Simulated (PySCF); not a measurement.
# CRh (RhC): the cost of one run

Programs: PySCF 2.14.0, with routines of our own; each step states its level. All values are computed. Atoms count from 0.

### 1 The system as given

2 atoms, charge 0, multiplicity 2; geometry from: GFN2-xTB.

### 2 Geometry optimisation at PBE0-D3(BJ)/def2-SVP

What the job is given:

```
{"job": {"xc": "PBE0", "basis": "def2-SVP", "d3": "d3bj", "grid": 1, "maxiter": 30, "shake": 0.01, "kind": "geom"}, "charge": 0, "multiplicity": 2}
C      0.909420    -0.028810     0.001770
Rh    -0.891930    -0.000010    -0.013890
```

Run with:

```
> OMP_NUM_THREADS=1 python heavy_run.py task.json out
```

This one command runs all jobs of the session in turn.

Q: Estimate the wall time and peak memory of this first job on 1 thread of Intel Xeon Platinum 8259CL at 2.50GHz, shared host.

About 13 s, with a peak of 0.26 GiB.
